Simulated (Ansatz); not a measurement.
# LaTlO2: the cost of one run

Program: Ansatz 0.2.0. Level of theory: reference: DFT, HSE06, plane waves, PAW. These are calculated values, not measurements.

3 further runs of the same task are left out: 3 that didn't finish.

### Step 1. Starting point

The structure is tetragonal, space group P4/mmm (No. 123). The conventional cell has a = 3.781 Å, b = 3.781 Å, c = 5.031 Å, α = 90.00°, β = 90.00°, γ = 90.00°. Tl (site symmetry 4/mmm) has 6 O at 2.52 to 2.67 Å as nearest neighbours. O (site symmetry 4/mmm) has 2 Tl at 2.52 Å and 4 La at 2.67 Å as nearest neighbours. La (site symmetry 4/mmm) has 6 O at 2.52 to 2.67 Å as nearest neighbours. O (site symmetry 4/mmm) is surrounded by 2 La at 2.52 Å and 4 Tl at 2.67 Å.

Structure file:

```
CELL_PARAMETERS angstrom
3.78074 0.00000 0.00000
0.00000 3.78074 0.00000
0.00000 0.00000 5.03088
ATOMIC_POSITIONS crystal
Tl 0.00000 0.00000 0.00000
O 0.00000 0.00000 0.50000
La 0.50000 0.50000 0.50000
O 0.50000 0.50000 0.00000
```

### Step 2. Reference

input.yaml

```yaml
crystal:
  lattice:
    - [3.7807354243, 0.0, 0.0]
    - [0.0, 3.7807354243, 0.0]
    - [0.0, 0.0, 5.0308832628]
  atoms:
    - { symbol: Tl, position: [0.0, 0.0, 0.0] }
    - { symbol: O, position: [0.0, 0.0, 0.5] }
    - { symbol: La, position: [0.5, 0.5, 0.5] }
    - { symbol: O, position: [0.5, 0.5, 0.0] }
kpoints:
  mp_grid: { grid: [4, 4, 2] }
hamiltonian:
  xc: hse06
scf:
  occupations: { method: fermi_dirac, width: 0.02 }
  n_extra_bands: 5
output:
  forces: true
  stress: true
  eigenvalues: true
```

Launch:

```console
$ ansatz run input.yaml --threads 4 --pin off --max-ram 3686MiB --backend cpu --events-out ev --progress --plain --runs-dir out
```

**Question.** How long does this run take on 4 threads of Intel Xeon Platinum 8488C (Sapphire Rapids), shared host, and how much memory does it need?

About 18 s, with a peak of 1.1 GiB.
